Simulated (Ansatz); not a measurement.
# Al2FH3OSi: a ladder of functionals and wavefunction methods

One table from this session's results is given with a row withheld; the runs are named, their logs left out.

Program: Ansatz 0.2.0, Gaussian basis. Level of theory: functionals in def2-TZVPP, the program's frozen cores in correlated methods. These are calculated values, not measurements.

The runs, in order: LDA (SPW92), PBE-D4, revPBE-D4, BLYP-D4, r2SCAN-D4, B97M-V, PBE0-D4, B3LYP-D4, r2SCANh-D4, r2SCAN0-D4, HSE06-D4, BHLYP-D4, CAM-B3LYP-D4, LC-ωPBE, ωB97X-V, ωB97M-V, B2PLYP, PBE-QIDH; CCSD(T)/def2-SVP; CCSD(T)/def2-TZVPP; MP2/def2-QZVPP; extrapolation to the limit; RPA on PBE.

### Structure used throughout

The geometry comes from an earlier relaxation with PBE0-D4 in a triple-zeta def2 set; it is a stationary point, not always the lowest conformer.

SMILES `O[SiH]1[AlH][Al]1[F]`, 8 atoms, charge 0, spin multiplicity 1.

Atoms are counted from 1 here; the program's logs count them from 0.

Bond lengths: O1–Si2 1.648 Å, O1–H6 0.960 Å, Si2–Al3 2.390 Å, Si2–Al4 2.382 Å, Si2–H7 1.654 Å, Al3–Al4 2.536 Å, Al3–H8 1.595 Å, Al4–F5 1.653 Å. Angles: Si2–O1–H6 117.9°, O1–Si2–Al3 138.1°, O1–Si2–Al4 155.6°, O1–Si2–H7 112.1°, Al3–Si2–Al4 64.2°, Al3–Si2–H7 52.6°, Al4–Si2–H7 71.7°, Si2–Al3–Al4 57.7°, Si2–Al3–H8 143.9°, Al4–Al3–H8 155.7°, Si2–Al4–Al3 58.1°, Si2–Al4–F5 145.4°, Al3–Al4–F5 153.4°.

Set-up of the first run:

Contents of in.yaml:

```yaml
crystal:
  periodic: [false, false, false]
  atoms:
    - {symbol: O, position_ang: [0.120698, 0.979350, 2.218830]}
    - {symbol: Si, position_ang: [-0.199993, 0.428553, 0.698931]}
    - {symbol: Al, position_ang: [-0.348946, -1.667302, -0.440776]}
    - {symbol: Al, position_ang: [-0.283066, 0.544665, -1.678535]}
    - {symbol: F, position_ang: [-0.572229, 1.517549, -2.983406]}
    - {symbol: H, position_ang: [0.500093, 1.857061, 2.307721]}
    - {symbol: H, position_ang: [1.044950, -0.474101, 0.090034]}
    - {symbol: H, position_ang: [-0.169408, -3.242875, -0.268499]}
basis:
  gaussian: {orbitals: def2-TZVPP}
hamiltonian: {xc: lda}
output: {orbitals: {seedname: orbitals}}
```

Launch:

```
$ ansatz run in.yaml --threads 2 --pin off --events-out ev --progress --plain --max-ram 4352MiB
```

Among the steps run: LDA; PBE-D4 (GGA); revPBE-D4 (GGA); BLYP-D4 (GGA); r2SCAN-D4 (meta-GGA); B97M-V (meta-GGA); PBE0-D4 (hybrid); B3LYP-D4 (hybrid); r2SCANh-D4 (hybrid); r2SCAN0-D4 (hybrid); HSE06-D4 (hybrid); BHLYP-D4 (hybrid); CAM-B3LYP-D4 (range-separated); LC-ωPBE (range-separated); ωB97X-V (range-separated); ωB97M-V (range-separated); B2PLYP (double hybrid); PBE-QIDH (double hybrid).

One table of the session follows, with a row left open; its other results are not shown here.

It belongs to the step «Orbital energies across the functionals». 

| functional | HOMO (eV) | LUMO (eV) | gap (eV) |
| --- | --- | --- | --- |
| LDA (SPW92) | ? | ? | ? |
| PBE-D4 | -5.51 | -2.05 | 3.46 |
| revPBE-D4 | -5.46 | -1.96 | 3.50 |
| BLYP-D4 | -5.34 | -1.88 | 3.46 |
| r2SCAN-D4 | -5.68 | -1.84 | 3.85 |
| B97M-V | -5.71 | -1.89 | 3.82 |
| PBE0-D4 | -6.43 | -1.33 | 5.10 |
| B3LYP-D4 | -6.24 | -1.47 | 4.77 |
| r2SCANh-D4 | -6.02 | -1.59 | 4.44 |
| r2SCAN0-D4 | -6.54 | -1.22 | 5.32 |
| HSE06-D4 | -6.05 | -1.70 | 4.36 |
| BHLYP-D4 | -7.22 | -0.51 | 6.71 |
| CAM-B3LYP-D4 | -7.54 | -0.35 | 7.20 |
| LC-ωPBE | -8.74 | 0.61 | 9.34 |
| ωB97X-V | -8.45 | 0.55 | 9.00 |
| ωB97M-V | -8.22 | 0.33 | 8.55 |

Estimate the missing values for LDA (SPW92).

**Answer.** HOMO (eV): -5.63; LUMO (eV): -2.24; gap (eV): 3.39. In the column «HOMO (eV)» it lies between r2SCAN-D4 (-5.68) and PBE-D4 (-5.51).
